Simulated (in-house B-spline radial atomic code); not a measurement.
# Lu⁵³⁺: RPA and G0W0 on different mean-field starts

Aim: see how far the highest quasi-particle level and the RPA correlation energy of Lu⁵³⁺ depend on the orbitals that they are built on.

The numbers are computed with an in-house B-spline radial atomic code, version 1 (RPA, second order, AC-SOSEX and G0W0 (contour deformation) on a scalar-relativistic mean field, all electrons; no spin-orbit coupling, Breit or QED terms, no two-electron picture change), except any that are marked as measured or tabulated.

### Step 1. Starting point

| Item | Value |
| --- | --- |
| element | lutetium (Z = 71) |
| charge | +53 |
| electrons | 18 |
| configuration | [Ne] 3s2 3p6 |
| Hamiltonian | scalar-relativistic (spin-free one-electron X2C), finite nucleus |
| starts | Hartree-Fock, PBE, LDA (VWN5), PBE0 |

The outer shells:

Lu53+
```
[Ne] core
3s [↑↓]
3p [↑↓][↑↓][↑↓]
```

### Step 2. Hartree-Fock start

Settings of the run:

```ini
Z = 71
electrons = 18.0
configuration = [Ne] 3s2 3p6
hamiltonian = x2c
method = hf
lmax = 9
rms_radius = 5.37
spin_polarised = False
box_radius = 2.01
intervals = 60
```

Command:

```sh
> python run_gw.py task.json out
```

One command runs all members of the session, one after another, from task.json.

Further steps of the session: PBE start; LDA (VWN5) start; PBE0 start.

**Question.** What will these runs give? Wanted: highest level, mean field; highest level, G0W0; RPA correlation energy; RPA+SOSEX.

The runs gave:

| quantity | value |
| --- | --- |
| highest level, mean field (range over the runs) | -5262.89 to -5203.32 eV |
| highest level, G0W0 (range over the runs) | -5264.57 to -5264.38 eV |
| RPA correlation energy | -1.791 to -1.652 hartree |
| RPA+SOSEX | -1.1880 to -1.0951 hartree |
| tabulated theoretical ionisation energy (3p shell) | 5168.0 ± 5 eV (NIST Atomic Spectra Database, ionization energies) |
| G0W0 removal energy less that value | +96.4 to +96.6 eV |

In words: Across the starts the mean-field level varies by 59.6 eV and the G0W0 level by 0.18 eV (0.31 % as much). On the semilocal starts the correction is downwards, 59 to 61 eV, since their self-interaction lifts occupied levels. The RPA energy is largest in size on LDA (VWN5) and smallest on Hartree-Fock, 7.8 % apart; over the runs it loosely follows the gap of the start, as smaller excitation energies give more correlation. The tabulated theoretical ionisation energy is 5168.0 ± 5 eV. G0W0 is off by about +96.5 eV (+1.9 %) in every run shown, whatever the start. Without spin-orbit coupling the level is the average over j, while the tabulated threshold takes the electron from j = 3/2, which is bound less; that pushes the computed values up by a part of the shell's splitting. Read as a removal energy, the bare PBE level is off by +37.4 eV (+0.72 %) and the nearest bare level, LDA (VWN5)'s, by +35.3 eV, nearer than G0W0, but by cancellation: self-interaction lowers its value while this Hamiltonian leaves the G0W0 value too high. Spin-orbit coupling, which splits the 3p shell strongly in so heavy an element, is left out.
